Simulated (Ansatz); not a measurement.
**Alloy of GaN and ZnO (45 of 48 Ga sites, 45 of 48 N sites exchanged), 96 atoms**

How does this alloy cell relax, and what gap do PBEsol and HSE06 give?

Method: density functional theory in Ansatz 0.2.0, PAW datasets, plane waves.

## Step 1: Starting point

96 atoms (45 Zn, 3 Ga, 45 O, 3 N); a = 9.681 Å, b = 11.179 Å, c = 10.426 Å, α = 90.00°, β = 90.00°, γ = 90.00°. All atoms were shaken off their sites by about 0.02 Å along each axis.

Plan of the steps: (2) PBEsol cell relaxation at the single k point (¼, ¼, ¼), on 1 × NVIDIA H100 80GB HBM3 with 4 threads of AMD EPYC 7R13; (3) HSE06 single point at the Γ point alone, on 1 × NVIDIA H100 80GB HBM3 with 4 threads of AMD EPYC 7R13.

## Step 2: Relaxing cell and atoms with PBEsol

in.yaml reads:

```yaml
crystal:
  lattice:
    - [9.681280, 0.000000, 0.000000]
    - [0.000000, 11.178979, 0.000000]
    - [0.000000, 0.000000, 10.425570]
  atoms:
    - { symbol: Zn, position: [0.166369, 0.084828, 0.249072] }
    - { symbol: Zn, position: [0.163920, 0.081227, 0.748006] }
    - { symbol: Zn, position: [0.006020, 0.334308, 0.251042] }
    - { symbol: Zn, position: [0.001585, 0.333386, 0.746655] }
    - { symbol: Zn, position: [0.504087, 0.085777, 0.248752] }
    - { symbol: Zn, position: [0.498453, 0.081093, 0.748129] }
    - { symbol: Zn, position: [0.331800, 0.329424, 0.249127] }
    - { symbol: Zn, position: [0.331530, 0.332398, 0.749049] }
    - { symbol: Zn, position: [0.167807, 0.584751, 0.249683] }
    - { symbol: Zn, position: [0.170701, 0.583188, 0.750985] }
    - { symbol: Zn, position: [0.997332, 0.832924, 0.246815] }
    - { symbol: Zn, position: [0.830423, 0.085423, 0.749843] }
    - { symbol: Zn, position: [0.668026, 0.331862, 0.248238] }
    - { symbol: Zn, position: [0.669048, 0.338888, 0.747799] }
    - { symbol: Zn, position: [0.502334, 0.581934, 0.249856] }
    - { symbol: Zn, position: [0.499206, 0.583448, 0.747969] }
    - { symbol: Zn, position: [0.330524, 0.835067, 0.250700] }
    - { symbol: Zn, position: [0.330890, 0.835068, 0.749371] }
    - { symbol: Zn, position: [0.831201, 0.583997, 0.250957] }
    - { symbol: Zn, position: [0.837498, 0.581569, 0.751225] }
    - { symbol: Zn, position: [0.665807, 0.836443, 0.248552] }
    - { symbol: Zn, position: [0.668642, 0.835145, 0.754035] }
    - { symbol: Zn, position: [0.999539, 0.165334, 0.500359] }
    - { symbol: Zn, position: [0.998023, 0.164723, 0.999131] }
    - { symbol: Zn, position: [0.331074, 0.167977, 0.497156] }
    - { symbol: Zn, position: [0.333867, 0.166334, 0.999537] }
    - { symbol: Zn, position: [0.167112, 0.417587, 0.500319] }
    - { symbol: Zn, position: [0.167573, 0.416467, 0.000608] }
    - { symbol: Zn, position: [0.997665, 0.668819, 0.500701] }
    - { symbol: Zn, position: [0.001308, 0.667755, 0.998266] }
    - { symbol: Zn, position: [0.664177, 0.166866, 0.500408] }
    - { symbol: Zn, position: [0.666560, 0.166928, 0.999125] }
    - { symbol: Zn, position: [0.501360, 0.415294, 0.498708] }
    - { symbol: Zn, position: [0.497302, 0.414815, 0.998146] }
    - { symbol: Zn, position: [0.331821, 0.665654, 0.495063] }
    - { symbol: Zn, position: [0.335195, 0.664475, 0.002305] }
    - { symbol: Zn, position: [0.163096, 0.912434, 0.498783] }
    - { symbol: Zn, position: [0.166440, 0.916575, 0.998294] }
    - { symbol: Zn, position: [0.832746, 0.414142, 0.501627] }
    - { symbol: Zn, position: [0.832579, 0.418739, 0.997721] }
    - { symbol: Zn, position: [0.667141, 0.665338, 0.496733] }
    - { symbol: Zn, position: [0.663863, 0.666457, 0.998516] }
    - { symbol: Zn, position: [0.497973, 0.916216, 0.497875] }
    - { symbol: Zn, position: [0.832960, 0.916908, 0.502090] }
    - { symbol: Zn, position: [0.835760, 0.919029, 0.999769] }
    - { symbol: Ga, position: [0.002808, 0.833917, 0.745785] }
    - { symbol: Ga, position: [0.832655, 0.084121, 0.250076] }
    - { symbol: Ga, position: [0.498057, 0.915958, 0.993985] }
    - { symbol: O, position: [0.999126, 0.166831, 0.186393] }
    - { symbol: O, position: [0.998256, 0.167722, 0.690832] }
    - { symbol: O, position: [0.335677, 0.165329, 0.188298] }
    - { symbol: O, position: [0.333640, 0.166903, 0.686523] }
    - { symbol: O, position: [0.165205, 0.419045, 0.190815] }
    - { symbol: O, position: [0.165990, 0.421742, 0.689924] }
    - { symbol: O, position: [0.002121, 0.665007, 0.187943] }
    - { symbol: O, position: [0.998551, 0.667150, 0.690063] }
    - { symbol: O, position: [0.669083, 0.166060, 0.185259] }
    - { symbol: O, position: [0.503170, 0.415377, 0.191656] }
    - { symbol: O, position: [0.501390, 0.415086, 0.687679] }
    - { symbol: O, position: [0.333340, 0.666593, 0.188392] }
    - { symbol: O, position: [0.331831, 0.665507, 0.689641] }
    - { symbol: O, position: [0.167814, 0.913250, 0.189768] }
    - { symbol: O, position: [0.166368, 0.914481, 0.686616] }
    - { symbol: O, position: [0.836513, 0.416903, 0.686518] }
    - { symbol: O, position: [0.663862, 0.667043, 0.190245] }
    - { symbol: O, position: [0.669057, 0.670081, 0.687551] }
    - { symbol: O, position: [0.498705, 0.916990, 0.190703] }
    - { symbol: O, position: [0.501499, 0.915601, 0.692134] }
    - { symbol: O, position: [0.829779, 0.917126, 0.191511] }
    - { symbol: O, position: [0.831790, 0.917390, 0.688728] }
    - { symbol: O, position: [0.171705, 0.085633, 0.437493] }
    - { symbol: O, position: [0.168795, 0.082974, 0.935497] }
    - { symbol: O, position: [0.997914, 0.333377, 0.436278] }
    - { symbol: O, position: [0.999741, 0.334207, 0.937073] }
    - { symbol: O, position: [0.495326, 0.081917, 0.440586] }
    - { symbol: O, position: [0.501998, 0.082636, 0.939668] }
    - { symbol: O, position: [0.333041, 0.331295, 0.438819] }
    - { symbol: O, position: [0.336773, 0.334864, 0.936827] }
    - { symbol: O, position: [0.165441, 0.582462, 0.442781] }
    - { symbol: O, position: [0.167132, 0.583062, 0.935519] }
    - { symbol: O, position: [0.001860, 0.834262, 0.438606] }
    - { symbol: O, position: [0.000685, 0.830425, 0.938250] }
    - { symbol: O, position: [0.835068, 0.082799, 0.439378] }
    - { symbol: O, position: [0.664919, 0.334752, 0.436832] }
    - { symbol: O, position: [0.671198, 0.336643, 0.936376] }
    - { symbol: O, position: [0.502722, 0.581423, 0.439531] }
    - { symbol: O, position: [0.496453, 0.587124, 0.939889] }
    - { symbol: O, position: [0.333357, 0.831441, 0.438386] }
    - { symbol: O, position: [0.331626, 0.835402, 0.939265] }
    - { symbol: O, position: [0.837323, 0.584268, 0.440047] }
    - { symbol: O, position: [0.835145, 0.584844, 0.938435] }
    - { symbol: O, position: [0.663725, 0.829994, 0.436971] }
    - { symbol: O, position: [0.668765, 0.831550, 0.938338] }
    - { symbol: N, position: [0.667562, 0.169189, 0.686740] }
    - { symbol: N, position: [0.830556, 0.417274, 0.188245] }
    - { symbol: N, position: [0.831863, 0.082190, 0.942448] }
  symmetry: { detect: false }
kpoints:
  mp_grid: { grid: [1, 1, 1], shift: [0.25, 0.25, 0.25] }
hamiltonian:
  xc: pbesol
scf:
  occupations: { method: fermi_dirac, width: 0.01 }
relax:
  f_tol: 0.03
  max_steps: 80
  escape_saddle: false
  adjacent_minimum: "off"
  cell: { fix: [alpha, beta, gamma] }
output:
  forces: true
  eigenvalues: true
  populations: true
```

Launch:

```sh
$ ansatz run in.yaml --threads 4 --pin off --max-ram 42750MiB --runs-dir r --events-out ev --progress --plain --backend cuda --devices 0, --max-vram 37GiB
```

The runs that follow: Single point with HSE06.

Q: Predict the outcome of this session. Wanted: for each run, top filled to lowest empty.

As calculated:

```
             level        time   k points  top filled to lowest empty (eV)
PBEsol, relaxation  15 s (GPU)  (¼, ¼, ¼)                             1.07
             HSE06  67 s (GPU)          Γ                             1.35
```

| quantity | value |
| --- | --- |
| relaxation | 6 recorded steps, 3.26 eV gained |
| largest shift | 0.19 Å (O83) |
| relaxed cell | a = 9.694 Å, b = 11.185 Å, c = 10.444 Å, α = 90.00°, β = 90.00°, γ = 90.00° |
| mean bonds | Ga–O 1.877, N–Zn 1.904, O–Zn 1.985 Å |

**What this shows.** The relaxation lowers the energy by 3.26 eV; the largest shift is 0.19 Å (O83), while the volume changes by +0.4 %. The mean lengths of the listed bonds run from Ga–O 1.88 Å to O–Zn 1.98 Å. Rows on different k points differ by sampling as well as by level. With one k point the spacing samples only the states that fold onto it, so it can exceed the gap over the zone.
